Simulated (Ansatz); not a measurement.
# Rh: response to strain

Rh is deformed so: equal xy, yz and zx engineering shear strains of -2 %. What stress and forces result, by LAPW, PAW and all-electron datasets made for the crystal?

Computed with Ansatz 0.2.0 (DFT LDA, scalar-relativistic, unless a step's input says otherwise).

## 1. The structure to begin with

The structure is cubic, space group Fm-3m (No. 225). Conventional cell: a = 3.803 Å, b = 3.803 Å, c = 3.803 Å, α = 90.00°, β = 90.00°, γ = 90.00°. Rh (site symmetry m-3m) has 12 Rh at 2.69 Å as nearest neighbours.

As a file:

```xyz
1
Lattice="0.0000 1.9015 1.9015 1.9015 0.0000 1.9015 1.9015 1.9015 0.0000" Properties=species:S:1:pos:R:3 pbc="T T T"
Rh    0.0000    0.0000    0.0000
```

## 2. The deformed structure

Space group Fm-3m before, R-3m after.

## 3. All-electron LAPW

input.yaml reads:

```yaml
crystal:
  lattice:
    - [-0.038031, 1.8825345, 1.8825345]
    - [1.8825345, -0.038031, 1.8825345]
    - [1.8825345, 1.8825345, -0.038031]
  atoms:
    - { symbol: Rh, position: [0.0, 0.0, 0.0] }
kpoints:
  mp_grid: { grid: [16, 16, 16] }
  band_path:
    path:
      - [0.0, 0.0, 0.0]
      - [0.5, 0.5, 0.5]
      - [0.2551801333, 0.5, 0.7448198667]
      - [-0.2551801333, 0.2551801333, 0.5]
      - [0.0, 0.0, 0.5]
      - [0.0, 0.0, 0.0]
      - [-0.3775900666, 0.0, 0.3775900666]
      - [0.0, 0.3775900666, 0.6224099334]
      - [0.0, 0.5, 0.5]
    npoints: 5
scf:
  occupations: { method: fermi_dirac, width: 0.03 }
hamiltonian:
  xc: lda
  pseudopotentials: { kind: all_electron, lapw: { basis_error: 0.00025 } }
output:
  forces: true
  stress: true
  eigenvalues: true
```

Command:

```console
ansatz run input.yaml --threads 1 --pin off --max-ram 3072MiB --backend cpu --events-out ev --progress --plain --runs-dir out
```

## 4. PAW on the default files

input.yaml reads:

```yaml
crystal:
  lattice:
    - [-0.038031, 1.8825345, 1.8825345]
    - [1.8825345, -0.038031, 1.8825345]
    - [1.8825345, 1.8825345, -0.038031]
  atoms:
    - { symbol: Rh, position: [0.0, 0.0, 0.0] }
kpoints:
  mp_grid: { grid: [16, 16, 16] }
scf:
  occupations: { method: fermi_dirac, width: 0.03 }
hamiltonian:
  xc: lda
  pseudopotentials: { kind: paw }
output:
  forces: true
  stress: true
  eigenvalues: true
  efg: { contact_densities: true }
```

## 5. All-electron PAW on datasets made for the crystal

Changes to input.yaml since step 4:

```diff
@@ -13,3 +13,3 @@
   xc: lda
-  pseudopotentials: { kind: paw }
+  pseudopotentials: { kind: all_electron, datasets: crystal }
 output:
```

(Steps that only read results are left out.)

Q: Predict the outcome of this session. Wanted: pressure; largest shear or deviatoric stress.

**Answer**, as computed:

| quantity | value |
| --- | --- |
| pressure | LAPW -10.79, PAW -10.81, crystal datasets -10.79 GPa |
| largest shear or deviatoric stress (LAPW) | 3.97 GPa |

In words: The largest part of the stress beyond the pressure is 3.97 GPa in size. No run of the undeformed cell stands beside it, so the pressure holds what the given cell had before the change. PAW: stress within 0.02 GPa of LAPW. Crystal datasets: stress within 0.01 GPa of LAPW.
